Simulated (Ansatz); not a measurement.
# Sc2AlAs3: the cost of one run

Program: Ansatz 0.2.0. Level of theory: DFT PBE, scalar-relativistic, plane waves, PAW. These are calculated values, not measurements.

### Step 1. Starting point

It takes space group P6/mmm (No. 191, hexagonal). Conventional cell: a = 5.078 Å, b = 5.078 Å, c = 5.549 Å, α = 90.00°, β = 90.00°, γ = 120.00°. Around Sc (site symmetry -6m2) lie 5 As at 2.77 to 2.93 Å and 3 Sc at 2.93 Å. Al (site symmetry 6/mmm) is surrounded by 8 As at 2.77 to 2.93 Å. As (site symmetry -6m2) is surrounded by 2 Sc at 2.77 Å and 3 As at 2.93 Å and 3 Al at 2.93 Å. Around As (site symmetry 6/mmm) lie 2 Al at 2.77 Å and 6 Sc at 2.93 Å.

As a file:

```xyz
6
Lattice="5.0776 0.0000 0.0000 -2.5388 4.3973 0.0000 0.0000 0.0000 5.5490" Properties=species:S:1:pos:R:3 pbc="T T T"
Sc    0.0000    2.9316    0.0000
Sc    2.5388    1.4658    0.0000
Al    0.0000    0.0000    2.7745
As    0.0000    2.9316    2.7745
As    2.5388    1.4658    2.7745
As    0.0000    0.0000    0.0000
```

The cell is invented: random cell by space group and Wyckoff sites (P6/mmm, No. 191). Its size is a rough estimate.

### Step 2. A first look at the guess

Contents of input.yaml:

```yaml
crystal:
  lattice:
    - [5.07760622, 0.0, 0.0]
    - [-2.53880311, 4.39733597, 0.0]
    - [0.0, 0.0, 5.54904175]
  atoms:
    - { symbol: Sc, position: [0.33333333, 0.66666667, 0.0] }
    - { symbol: Sc, position: [0.66666667, 0.33333333, 0.0] }
    - { symbol: Al, position: [0.0, 0.0, 0.5] }
    - { symbol: As, position: [0.33333333, 0.66666667, 0.5] }
    - { symbol: As, position: [0.66666667, 0.33333333, 0.5] }
    - { symbol: As, position: [0.0, 0.0, 0.0] }
basis:
  ecutwfc: 420
kpoints:
  mp_grid: { grid: [6, 6, 4] }
hamiltonian:
  xc: pbe
scf:
  occupations: { method: gaussian, width: 0.1 }
  lower_state_search: "off"
output:
  forces: true
  stress: true
  eigenvalues: true
```

Command:

```
$ ansatz run input.yaml --threads 1 --pin off --max-ram 2560MiB --backend cpu --events-out ev --progress --plain --runs-dir out
```

**Question.** How long does this run take on 1 thread of Intel Xeon Platinum 8488C (Sapphire Rapids), shared host, and how much memory does it need?

About 4.8 s, with a peak of 0.46 GiB.
